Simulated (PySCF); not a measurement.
**MnSH2: doublet, from a trigonal planar start**

Where does doublet MnSH2 go from a trigonal planar start, is the end point a minimum, and what are its modes, charges and moments?

The runs use PySCF 2.14.0; PBE0, basis Mn def2-TZVP, S def2-TZVP, H def2-TZVP, no relativity, density fitting.

### Step 1. Starting geometry

4 atoms, charge 0, spin multiplicity 2.

Bond lengths: Mn1–S2 1.990 Å, Mn1–H3 1.510 Å, Mn1–H4 1.510 Å. Angles: S2–Mn1–H3 120.0°, S2–Mn1–H4 120.0°, H3–Mn1–H4 120.0°.

```xyz
4
charge 0 multiplicity 2
Mn    0.0000    0.0000    0.0000
S    -0.9950   -1.7234    0.0000
H     1.5100    0.0000    0.0000
H    -0.7550    1.3077    0.0000
```

### Step 2. The SCF at the typed geometry

The steps below are one call of a driver around PySCF. For each, scf.py gives the equivalent set-up of the SCF; relaxations use the driver's own optimiser. After this first run the driver tries any further starts and a stability analysis.

scf.py

```python
from pyscf import gto, scf, dft
mol = gto.M(atom='''
Mn     0.000000     0.000000     0.000000
S     -0.995000    -1.723400     0.000000
H      1.510000     0.000000     0.000000
H     -0.755000     1.307700     0.000000''',
    basis={'Mn': 'def2-TZVP', 'S': 'def2-TZVP', 'H': 'def2-TZVP'},
    charge=0, spin=1)
mf = dft.UKS(mol, xc='PBE0')
mf.grids.atom_grid = (50, 194)
aux = {'Mn': 'def2-universal-JKFIT', 'S': 'def2-universal-JKFIT', 'H': 'def2-universal-JKFIT'}
mf = mf.density_fit(auxbasis=aux)
mf.conv_tol = 1e-08
mf.diis_space = 10
mf.max_cycle = 60
mf.init_guess = 'minao'
mf.verbose = 4
mf.kernel()
```

Command:

```sh
$ OMP_NUM_THREADS=2 python axn.py task.json out
```

Standard output:

```text
[... the frontier levels of the middle cycles are left out ...]
init E= -1548.82183260001
[... the frontier-level lines of each cycle are left out ...]
cycle= 1 E= -1540.91711143183  delta_E=  7.9  |g|= 3.92  |ddm|= 11.2
cycle= 2 E= -1513.9734705203  delta_E= 26.9  |g|= 10.5  |ddm|= 12.9
cycle= 3 E= -1532.20807508055  delta_E= -18.2  |g|=  7.4  |ddm|= 4.21
cycle= 4 E= -1536.70987634548  delta_E= -4.5  |g|= 6.69  |ddm|= 1.47
cycle= 5 E= -1536.51053285895  delta_E= 0.199  |g|= 6.56  |ddm|= 0.43
cycle= 6 E= -1537.70168119023  delta_E= -1.19  |g|= 6.39  |ddm|= 0.464
cycle= 7 E= -1540.92688720188  delta_E= -3.23  |g|= 5.69  |ddm|= 0.929
cycle= 8 E= -1539.5766171647  delta_E= 1.35  |g|=  5.9  |ddm|= 0.606
cycle= 9 E= -1539.89892331538  delta_E= -0.322  |g|= 5.83  |ddm|= 0.0785
cycle= 10 E= -1538.83736955562  delta_E= 1.06  |g|=  6.1  |ddm|= 0.252
cycle= 11 E= -1539.41239346512  delta_E= -0.575  |g|=    6  |ddm|= 0.277
cycle= 12 E= -1523.15568589107  delta_E= 16.3  |g|=  6.9  |ddm|= 11.1
cycle= 13 E= -1547.96932517353  delta_E= -24.8  |g|= 2.25  |ddm|= 11.2
cycle= 14 E= -1548.56319630953  delta_E= -0.594  |g|=  1.6  |ddm|= 2.55
[... 1 cycles left out ...]
cycle= 16 E= -1549.90257115792  delta_E= -0.985  |g|= 0.166  |ddm|= 0.964
cycle= 17 E= -1549.92118661305  delta_E= -0.0186  |g|= 0.151  |ddm|= 0.202
cycle= 18 E= -1549.92981214993  delta_E= -0.00863  |g|= 0.0535  |ddm|= 0.0715
cycle= 19 E= -1549.93316816505  delta_E= -0.00336  |g|= 0.0163  |ddm|= 0.0852
cycle= 20 E= -1549.93401308069  delta_E= -0.000845  |g|= 0.0114  |ddm|= 0.0384
cycle= 21 E= -1549.93471470126  delta_E= -0.000702  |g|= 0.0126  |ddm|= 0.0532
cycle= 22 E= -1549.93496004548  delta_E= -0.000245  |g|= 0.00452  |ddm|= 0.0299
cycle= 23 E= -1549.93501623384  delta_E= -5.62e-05  |g|= 0.00237  |ddm|= 0.0184
cycle= 24 E= -1549.93502549539  delta_E= -9.26e-06  |g|= 0.000994  |ddm|= 0.00469
cycle= 25 E= -1549.93503053944  delta_E= -5.04e-06  |g|= 0.000498  |ddm|= 0.005
cycle= 26 E= -1549.9350316054  delta_E= -1.07e-06  |g|= 0.000365  |ddm|= 0.00228
cycle= 27 E= -1549.93503198654  delta_E= -3.81e-07  |g|= 0.000132  |ddm|= 0.00167
cycle= 28 E= -1549.93503203126  delta_E= -4.47e-08  |g|= 3.43e-05  |ddm|= 0.000506
cycle= 29 E= -1549.93503203967  delta_E= -8.4e-09  |g|= 2.64e-05  |ddm|= 0.000184
Extra cycle  E= -1549.93503204135  delta_E= -1.68e-09  |g|= 5.79e-05  |ddm|= 6.79e-05
converged SCF energy = -1549.93503204135  <S^2> = 1.9407302  2S+1 = 2.9602231
```

This step, with its further starts and checks, ran for 23 s (2 threads of Arm Neoverse V1, shared host).

The starts that the driver tried:

| start | energy (Eh) |
| --- | --- |
| the minimal-basis guess | -1549.935032 |
| a thermally smeared density | -1549.919933 |
| a smeared PBE density | -1549.935032 |

The test of internal stability and the other starts found no lower solution of this spin.

### Step 3. Relaxing the doublet from the trigonal planar start

The program finds C2v symmetry in the start, which this walk keeps. Threshold on the gradient: 0.0003 Eh/bohr, with a further test on the energy change.

Changes to scf.py since step 2:

```diff
@@ -3,4 +3,4 @@
-Mn     0.000000     0.000000     0.000000
-S     -0.995000    -1.723400     0.000000
-H      1.510000     0.000000     0.000000
-H     -0.755000     1.307700     0.000000''',
+Mn     0.349183     0.604804     0.000000
+S     -0.645819    -1.118594     0.000000
+H      1.859184     0.604806     0.000000
+H     -0.405818     1.912503     0.000000''',
@@ -16 +15,0 @@
-mf.init_guess = 'minao'
```

Steps of the walk:

| step | energy (Eh) | change (kJ/mol) | largest symmetric gradient (Eh/bohr) |
| --- | --- | --- | --- |
| 0 | -1549.935032 | 0.00 | 0.01920 |
| 1 | -1549.938019 | -7.84 | 0.01229 |
| 2 | -1549.941471 | -16.90 | 0.01197 |
| 3 | -1549.941875 | -17.97 | 0.00943 |
| 4 | -1549.942252 | -18.96 | 0.00458 |
| 5 | -1549.942449 | -19.47 | 0.00236 |
| 6 | -1549.942505 | -19.62 | 0.00104 |
| 7 | -1549.942510 | -19.63 | 0.00031 |
| 8 | -1549.942510 | -19.63 | 0.00001 |

The walk took 20 s.

Geometry (Å) and forces (eV/Å) at some steps:

```
step 0
Mn   0.349   0.605   0.000  -0.346  -0.596   0.000
S   -0.646  -1.119   0.000   0.237   0.408   0.000
H    1.859   0.605   0.000   0.988  -0.444   0.000
H   -0.406   1.913   0.000  -0.879   0.632   0.000
step 1
Mn   0.353   0.612   0.000  -0.052  -0.086   0.000
S   -0.634  -1.099   0.000   0.110   0.187   0.000
H    1.889   0.569   0.000   0.575  -0.398   0.000
H   -0.451   1.921   0.000  -0.632   0.297   0.000
step 4
Mn   0.392   0.679   0.000   0.113   0.200   0.000
S   -0.590  -1.021   0.000   0.033   0.054   0.000
H    1.978   0.421   0.000  -0.235  -0.034   0.000
H   -0.624   1.924   0.000   0.090  -0.220   0.000
step 8
Mn   0.402   0.697   0.000  -0.002   0.000   0.000
S   -0.578  -1.000   0.000   0.001  -0.001   0.000
H    1.964   0.404   0.000   0.001  -0.001   0.000
H   -0.632   1.903   0.000   0.000   0.001   0.000
```

After 8 steps and 19.6 kJ/mol it ends at C2v: Mn–H 1.589 Å (×2), Mn–S 1.960 Å; H–Mn–H 141.2°, H–Mn–S 109.4° (×2).

### Step 4. Vibrations and properties at this point

The point is checked on the finer grid, and tightened if its gradient asks for it. The Hessian and the dipole derivatives come from central differences of analytic gradients, with steps of 0.02 bohr.

Changes to scf.py since step 3:

```diff
@@ -3,4 +3,4 @@
-Mn     0.349183     0.604804     0.000000
-S     -0.645819    -1.118594     0.000000
-H      1.859184     0.604806     0.000000
-H     -0.405818     1.912503     0.000000''',
+Mn     0.346365     0.599923     0.000000
+S     -0.633618    -1.097461     0.000000
+H      1.908149     0.306989     0.000000
+H     -0.688218     1.805999     0.000000''',
@@ -10 +10 @@
-mf.grids.atom_grid = (50, 194)
+mf.grids.atom_grid = (75, 302)
@@ -13 +13 @@
-mf.conv_tol = 1e-08
+mf.conv_tol = 1e-10
```

This SCF starts from the last density.

SCF at the final geometry:

```text
init E= -1549.9425839421
[... the frontier-level lines of each cycle are left out ...]
cycle= 1 E= -1549.94258394191  delta_E= 1.88e-10  |g|= 2.48e-05  |ddm|= 1.12e-05
cycle= 2 E= -1549.94258393635  delta_E= 5.56e-09  |g|= 0.000136  |ddm|= 6e-05
cycle= 3 E= -1549.94258394211  delta_E= -5.76e-09  |g|= 7.47e-07  |ddm|= 5.03e-05
cycle= 4 E= -1549.94258394211  delta_E= -2.96e-12  |g|= 1.75e-07  |ddm|= 6.62e-07
Extra cycle  E= -1549.94258394211  delta_E= 2.27e-13  |g|= 5.73e-07  |ddm|= 4.43e-07
converged SCF energy = -1549.94258394211  <S^2> = 1.9714733  2S+1 = 2.9809216
```

The whole step took 59 s.

Geometry: C2v; Mn–H 1.589 Å (×2), Mn–S 1.960 Å; H–Mn–H 141.2°, H–Mn–S 109.4° (×2).

Modes, for the most abundant isotopes:

```tsv
symmetry	ω (cm⁻¹)	IR (km/mol)	μ (u)	type
b1	161	116	1.07	bend
b2	262	20.9	1.09	bend
a1	558	4.5	5.52	mixed
a1	654	18.6	1.21	bend
b2	1754	173	1.04	stretch
a1	1792	167	1.02	stretch
```

No imaginary mode, so this is a minimum.

Properties at this point:

- Dipole moment: 1.44 D
- Highest occupied level: -7.08 eV
- Lowest empty level: -3.51 eV
- Rotational constants: 3.722, 0.2089, 0.1978 cm⁻¹
- Zero-point energy: 31.0 kJ/mol
- Principal polarisabilities: 35.0, 52.5, 79.1 bohr³
- Atomisation energy without zero-point energy: 538 kJ/mol
- Principal traceless quadrupole moments about the centre of mass: -4.24, 1.70, 2.54 D Å
- Entropy at 298.15 K and 1 bar (electronic part: spin only): 277.7 J/(mol K)
- Heat capacity Cp at 298.15 K: 57.2 J/(mol K)
- Enthalpy at 298.15 K above 0 K: 13.63 kJ/mol
- Rotational symmetry number: 2
- Spin squared ⟨S²⟩: 1.971

Populations by atom (charges in e):

```tsv
atom	Mulliken	Löwdin	polar tensor	spin (Mulliken)	Mayer order to Mn1
Mn1	0.51	-0.06	0.70	2.08	–
S2	-0.33	0.21	-0.26	-0.83	1.97
H3,4	-0.09	-0.07	-0.22	-0.13	0.84
```

Outer orbital energies (eV). α occupied: -18.75, -10.85, -10.20, -10.10, -9.89, -8.53, -8.33, -8.10; empty: -3.51, -3.47, -3.47, 1.09. β occupied: -55.66, -19.62, -10.33, -9.80, -9.52, -9.02, -8.73, -7.08; empty: -2.76, -2.45, -2.35, -2.22.

Mulliken populations on Mn1: s 6.58, p 12.44, d 5.46, f 0.00.

### Step 5. Density, ELF and potential

The plane holds Mn1 at (0.00, 0.00), S2 at (1.96, 0.00), H3 at (-0.53, 1.50), H4 at (-0.53, -1.50) Å. Columns run from x = -2.55 to 4.35 Å, rows from y = 3.75 (top) to -3.45 Å, in steps of 0.3 Å.

Density (cut at 5 e/Å³):

Ten steps from '0' (0.000 e/Å³) to '9' (5.000 e/Å³), finer at the low end (step k begins (100^(k/10) - 1)/99 of the way up):
```
000000000000000000000000
000000000000000000000000
000000000000000000000000
000000000000000000000000
000000111000000000000000
000011222110000000000000
000013443211000000000000
000124675321111110000000
000124676432222222100000
000124565433344443210000
000123567654456665321000
000013589986667876531000
000012699997679997531000
000012699997679997531000
000013589986667876531000
000123567654456665321000
000124565433344443210000
000124676432222222100000
000124675321111110000000
000013443211000000000000
000011222110000000000000
000000111000000000000000
000000000000000000000000
000000000000000000000000
000000000000000000000000
```

ELF (0 where the density is under 0.005 e/Å³):

Ten even steps from '0' (0.00) to '9' (1.00):
```
000000000000000000000000
000000000000000000000000
000000000000000000000000
000009999700000000000000
000899999961000000000000
006999999972100000000000
009999999972112221100000
009999999962234443210000
008999999832466666531000
006899996211577787753100
002455433211687788875200
000000157852671017886310
000000271172645763886410
000000271172645763886410
000000157852671017886310
002455433211687788875200
006899996211577787753100
008999999832466666531000
009999999962234443210000
009999999972112221100000
006999999972100000000000
000899999961000000000000
000009999700000000000000
000000000000000000000000
000000000000000000000000
```

Electrostatic potential (cut at 20 V):

Ten steps from '0' (-0.48 V) to '9' (20.00 V), finer at the low end (step k begins (100^(k/10) - 1)/99 of the way up):
```
222222221111111112222222
222222211111111111122222
222222211111111111112222
222222221100011111111222
222223332100001111111222
222234554210000111111222
333346786421001122222222
333357998643222333222222
333457999755445554432222
344456898876667776543222
444567899998789998753222
445678999999999999864322
445678999999999999964322
445678999999999999964322
445678999999999999864322
444567899998789998753222
344456898876667776543222
333457999755445554432222
333357998643222333222222
333346786421001122222222
222234554210000111111222
222223332100001111111222
222222221100011111111222
222222211111111111112222
222222211111111111122222
```

Along Mn1–S2 (1.960 Å) the density is least, 1.08 e/Å³, about 0.98 Å from Mn1; ELF there is 0.53.

Values on the line from Mn1 (at 0) through S2 (at 1.960 Å):

| distance (Å) | density (e/Å³) | ELF | electrostatic potential (V) | spin density (e/Å³) |
| --- | --- | --- | --- | --- |
| -0.69 | 1.85 | 0.477 | 35.9 | 0.317 |
| -0.49 | 8.12 | 0.78 | 88.5 | 1.04 |
| -0.29 | 22.2 | 0.378 | 308 | 2.72 |
| -0.10 | 512 | 0.777 | 2.01e+03 | 1.26 |
| 0.20 | 56.6 | 0.285 | 669 | 2.99 |
| 0.39 | 13.3 | 0.665 | 161 | 1.81 |
| 0.59 | 3.9 | 0.544 | 54.5 | 0.597 |
| 0.78 | 1.39 | 0.282 | 25.2 | 0.163 |
| 0.98 | 1.08 | 0.529 | 18.1 | 0.0112 |
| 1.18 | 1.28 | 0.747 | 25.2 | -0.0705 |
| 1.37 | 1.57 | 0.276 | 52.2 | -0.107 |
| 1.57 | 4.86 | 0.235 | 125 | -0.0336 |
| 1.76 | 68.3 | 0.848 | 443 | -0.21 |
| 2.06 | 194 | 0.251 | 1.36e+03 | -0.715 |
| 2.25 | 18.5 | 0.783 | 214 | 0.0033 |
| 2.45 | 1.91 | 0.0842 | 79.3 | -0.0371 |
| 2.65 | 1.12 | 0.667 | 34.1 | -0.0512 |
| 2.84 | 0.681 | 0.885 | 14.9 | -0.0358 |
| 3.04 | 0.356 | 0.872 | 6.48 | -0.0207 |

Making the fields took 1.3 s.

### Step 6. What came out

```
                                          quantity                                                               value
                                           minimum                                     broken-symmetry (Ms = 1/2), C2v
                                          geometry  Mn–H 1.589 Å (×2), Mn–S 1.960 Å; H–Mn–H 141.2°, H–Mn–S 109.4° (×2)
                                wavenumbers (cm⁻¹)        161 (b1), 262 (b2), 558 (a1), 654 (a1), 1754 (b2), 1792 (a1)
                                     dipole moment                                                              1.44 D
highest occupied, lowest empty level (either spin)                                                     -7.08, -3.51 eV
                        polar-tensor charge of Mn1                                                             +0.70 e
                                 zero-point energy                                                         31.0 kJ/mol
                               entropy at 298.15 K                                                     277.7 J/(mol K)
         atomisation energy (no zero-point energy)                                                          538 kJ/mol
                                              ⟨S²⟩                                                               1.971
```

**Reading.** The trigonal planar start keeps its C2v symmetry and ends in a minimum. The determinant is spin-contaminated (⟨S²⟩ = 1.97 against 0.75), so it is no pure spin state. In the infrared the band at 1754 cm⁻¹ (b2, stretch) leads. Other starts or spin states, not run here, may lie lower. Open d and f shells are described by one determinant, and the ground state may have another occupation or spin.

The search up to here ran for 1.7 min (2 threads of Arm Neoverse V1, shared host).
